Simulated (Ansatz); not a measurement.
# FH5NOSi2: the cost of one run

Program: Ansatz 0.2.0, Gaussian basis. Level of theory: PBE0-D4/def2-TZVP structures, single points in def2-TZVPP, no counterpoise correction. These are calculated values, not measurements.

Levels: SPW92, PBE-D4, BLYP-D4, r2SCAN-D4, B97M-V, PBE0-D4, B3LYP-D4, r2SCAN0-D4, BHLYP-D4, CAM-B3LYP-D4, wB97X-V, wB97M-V, B2PLYP, PBE-QIDH, RPA on PBE, Hartree-Fock, MP2, CCSD, CCSD(T).

Correlated methods freeze the cores. Orbitals are unrestricted. B3LYP uses VWN-RPA correlation. B2PLYP carries no dispersion term here.

94 further runs of the same task are left out: 94 set aside as unsound or not needed.

### Step 1. Starting geometry

The complex: 17 atoms, charge 0, spin multiplicity 2.

Atoms are counted from 1 here; the program's logs count them from 0.

Bond lengths: Si1–N4 1.765 Å, Si1–F6 1.629 Å, Si1–O8 1.682 Å, N2–Si3 1.790 Å, N2–H7 1.016 Å, N2–H9 1.016 Å, Si3–H10 1.473 Å, Si3–H11 1.488 Å, Si3–H12 1.479 Å, N4–Si5 1.735 Å, N4–H13 1.013 Å, Si5–H14 1.488 Å, Si5–H15 1.489 Å, Si5–H16 1.488 Å, O8–H17 0.961 Å. Angles: N4–Si1–F6 112.6°, N4–Si1–O8 124.9°, F6–Si1–O8 118.8°, Si3–N2–H7 112.4°, Si3–N2–H9 112.1°, H7–N2–H9 107.4°, N2–Si3–H10 110.6°, N2–Si3–H11 107.2°, N2–Si3–H12 107.6°, H10–Si3–H11 109.7°, H10–Si3–H12 112.5°, H11–Si3–H12 109.0°, Si1–N4–Si5 127.5°, Si1–N4–H13 109.6°, Si5–N4–H13 112.1°, N4–Si5–H14 113.8°, N4–Si5–H15 108.0°, N4–Si5–H16 110.6° and more.

Coordinates:

```
atom    x (Å)    y (Å)    z (Å)
 Si1   0.9274   0.3286   1.2733
  N2   0.5964  -1.1939  -0.1125
 Si3   0.4907  -0.5920  -1.7949
  N4  -0.3930   1.1931   0.4823
 Si5  -2.0832   0.8053   0.5208
  F6   0.3983  -0.7648   2.3595
  H7   1.3832  -1.8209   0.0257
  O8   2.4818   0.1659   0.6512
  H9  -0.2425  -1.6928   0.1688
 H10   1.3136   0.6177  -1.9658
 H11   0.9986  -1.6735  -2.6811
 H12  -0.9377  -0.3526  -2.0966
 H13  -0.2287   2.1915   0.5398
 H14  -2.7631   1.2074   1.7819
 H15  -2.2200  -0.6700   0.3781
 H16  -2.7966   1.4604  -0.6087
 H17   3.0745   0.7907   1.0783
```

Its parts: FH₅NOSi₂ radical holds atoms 1, 4, 5, 6, 8, 13, 14, 15, 16, 17; SiNH₅ holds atoms 2, 3, 7, 9, 10, 11, 12. Each part counts its atoms afresh in its own runs.

### Step 2. Relaxing FH₅NOSi₂ radical alone

File relax-a/in.yaml:

```yaml
crystal:
  periodic: [false, false, false]
  atoms:
    - {symbol: Si, position_ang: [0.927390, 0.328559, 1.273296]}
    - {symbol: N, position_ang: [-0.393033, 1.193074, 0.482261]}
    - {symbol: Si, position_ang: [-2.083237, 0.805290, 0.520807]}
    - {symbol: F, position_ang: [0.398287, -0.764762, 2.359466]}
    - {symbol: O, position_ang: [2.481789, 0.165920, 0.651202]}
    - {symbol: H, position_ang: [-0.228675, 2.191501, 0.539767]}
    - {symbol: H, position_ang: [-2.763109, 1.207426, 1.781932]}
    - {symbol: H, position_ang: [-2.220045, -0.670033, 0.378065]}
    - {symbol: H, position_ang: [-2.796564, 1.460435, -0.608672]}
    - {symbol: H, position_ang: [3.074545, 0.790665, 1.078339]}
basis:
  gaussian: {orbitals: def2-TZVP}
magnetization: {spin_polarized: true, initial_magnetization: 1}
hamiltonian: {xc: pbe0, dispersion: d4}
relax: {f_tol: 0.005, max_steps: 200}
```

On the command line:

```console
> ansatz run in.yaml --threads 4 --pin off --events-out ev --progress --plain --max-ram 66560MiB --backend cuda --devices 0, --max-vram 37GiB
```

**Question.** How long does this run take on 1 × a share of an NVIDIA H100 with 4 threads of AMD EPYC 7R13, shared host?

About 67 s.
